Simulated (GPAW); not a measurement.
NiMoIrPdW:

```
Ni Mo Pd Ir W
1.0
     4.14670    0.00000    0.00000
    -2.07335    3.59115    0.00000
     0.00000    0.00000    5.41629
Ni Mo Pd Ir W
1 1 1 1 1
Direct
  0.00000 0.00000 0.02221
  0.66667 0.33333 0.45996
  0.33333 0.66667 0.74601
  0.33333 0.66667 0.25641
  0.66667 0.33333 0.99985
```

The cell was built by a generator and needn't be a form met in nature.

Base run:

* Program: GPAW 26.7.0
* Functional: BLYP
* Potentials or basis: PAW data sets generated in the run's folder for this functional
* Cutoff: 600 eV
* Basis: pw
* k mesh: 5 × 5 × 4
* Occupations: fermi-dirac, width 0.05 eV
* Spin: collinear spin, ferromagnetic start
* Starting moments: [1.0, 1.0, 0.0, 0.6, 0.0] μB

Its results: pressure 8.8 GPa; net moment 0.00 μB per cell; largest force 0.420 eV/Å.

**Question.** After a change of settings the same cell gave: pressure 0.2 GPa; net moment 0.00 μB per cell; largest force 0.165 eV/Å. Which change was it?
A. functional from BLYP to PW91
B. functional from BLYP to RPBE; potentials or basis from PAW data sets generated in the run's folder for this functional to the program's PAW data sets (release 1.2.1) made for this functional
C. functional from BLYP to SCAN; potentials or basis from PAW data sets generated in the run's folder for this functional to GPAW PAW data sets (gpaw-data 1.2.1)
D. functional from BLYP to LDA; potentials or basis from PAW data sets generated in the run's folder for this functional to the program's PAW data sets (release 1.2.1) made for this functional

**Answer.** A.

PW91 binds more tightly than BLYP, so the same cell stands under less pressure.

Caveats: the stock nickel data set gives pressures a few GPa off other programs.

Not every run made on this cell is shown here.
